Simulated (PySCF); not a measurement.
# Ta3 (Ta3+): the cost of one run

Computed with PySCF 2.14.0. Level: PBE0, Ta def2-SVP with ECP60; scalar-relativistic core potentials, no spin–orbit coupling.

2 further runs of the same task are left out: 2 for a known fault of the program.

## (1) The system as given

3 atoms, charge 1, spin multiplicity 3.

Bond lengths: Ta1–Ta2 2.445 Å, Ta1–Ta3 2.445 Å, Ta2–Ta3 2.445 Å. Angles: Ta2–Ta1–Ta3 60.0°, Ta1–Ta2–Ta3 60.0°, Ta1–Ta3–Ta2 60.0°.

Coordinates:

```xyz
3
Ta3
Ta    1.4115    0.0000    0.0000
Ta   -0.7057    1.2224    0.0000
Ta   -0.7057   -1.2224    0.0000
```

An earlier session relaxed this geometry at PBE0, Ta def2-SVP with ECP60 (triplet, point group D3h).

Its energy there is -170.519650 Eh.

## (2) Multiplicity 1 at the relaxed geometry

File run.py (the lines that set the calculation):

```python
mol = gto.M(atom='''
Ta     1.41146     0.00001     0.00000
Ta    -0.70574     1.22236     0.00000
Ta    -0.70573    -1.22236     0.00000''',
    basis={'Ta': 'def2-SVP'},
    ecp={'Ta': 'def2-SVP'},
    charge=1, spin=0)
mf = dft.RKS(mol, xc='PBE0')
mf.grids.atom_grid = (50, 194)
mf = mf.density_fit()  # fitting sets: Ta def2-universal-JKFIT
mf.conv_tol = 1e-08; mf.max_cycle = 55
mf.kernel(dm0)  # dm0: free metal ions and neutral atoms
```

Run with:

```bash
OMP_NUM_THREADS=2 python run.py
```

**Question.** How long does this run take on 2 threads of Arm Neoverse V2, shared host?

About 1.1 s.
